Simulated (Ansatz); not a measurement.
# C2H3I2NSi: the cost of one run

Program: Ansatz 0.2.0. Level of theory: RKS PBE/def2-SVP. These are calculated values, not measurements.

1 further run of the same task is left out (it didn't finish).

## Step 1: Starting point

Bond lengths: N1–C2 1.150 Å, C2–C3 1.275 Å, C3–I4 2.100 Å, C3–Si5 1.817 Å, Si5–I6 2.477 Å, N1–H7 1.023 Å, Si5–H8 1.448 Å, Si5–H9 1.478 Å. Angles: N1–C2–C3 177.6°, C2–N1–H7 112.1°, C2–C3–I4 120.8°, C2–C3–Si5 121.0°, I4–C3–Si5 118.1°, C3–Si5–I6 108.3°, C3–Si5–H8 113.1°, C3–Si5–H9 110.7°, I6–Si5–H8 108.4°, I6–Si5–H9 107.3°, H8–Si5–H9 108.8°.

As a file:

```xyz
9

N    -1.8559   -1.3250    0.8469
C    -0.8905   -0.7188    0.6940
C     0.2067   -0.0937    0.5206
I     1.5136    0.2517    2.1280
Si    0.7368    0.4212   -1.1396
I     0.2502    2.8363   -1.3985
H    -2.1313   -1.3679    1.8311
H     0.0626   -0.2982   -2.2007
H     2.1963    0.2481   -1.2991
```

## Step 2: Relaxing end A

input.yaml

```yaml
crystal:
  periodic: [false, false, false]
  atoms:
    - { symbol: "N", position_ang: [-1.8559, -1.325, 0.8469] }
    - { symbol: C, position_ang: [-0.8905, -0.7188, 0.694] }
    - { symbol: C, position_ang: [0.2067, -0.0937, 0.5206] }
    - { symbol: I, position_ang: [1.5136, 0.2517, 2.128] }
    - { symbol: Si, position_ang: [0.7368, 0.4212, -1.1396] }
    - { symbol: I, position_ang: [0.2502, 2.8363, -1.3985] }
    - { symbol: H, position_ang: [-2.1313, -1.3679, 1.8311] }
    - { symbol: H, position_ang: [0.0626, -0.2982, -2.2007] }
    - { symbol: H, position_ang: [2.1963, 0.2481, -1.2991] }
basis:
  gaussian: { orbitals: def2-SVP }
hamiltonian:
  xc: pbe
relax:
  f_tol: 0.02
  max_steps: 50
```

Started as:

```console
ansatz run input.yaml --threads 2 --pin off --max-ram 3072MiB --backend cpu --events-out ev --progress --plain --runs-dir out
```

Q: Estimate wall time and peak memory on 2 threads of AMD EPYC 9R45 (Zen 5), shared host.

About 23 s, with a peak of 0.2 GiB.
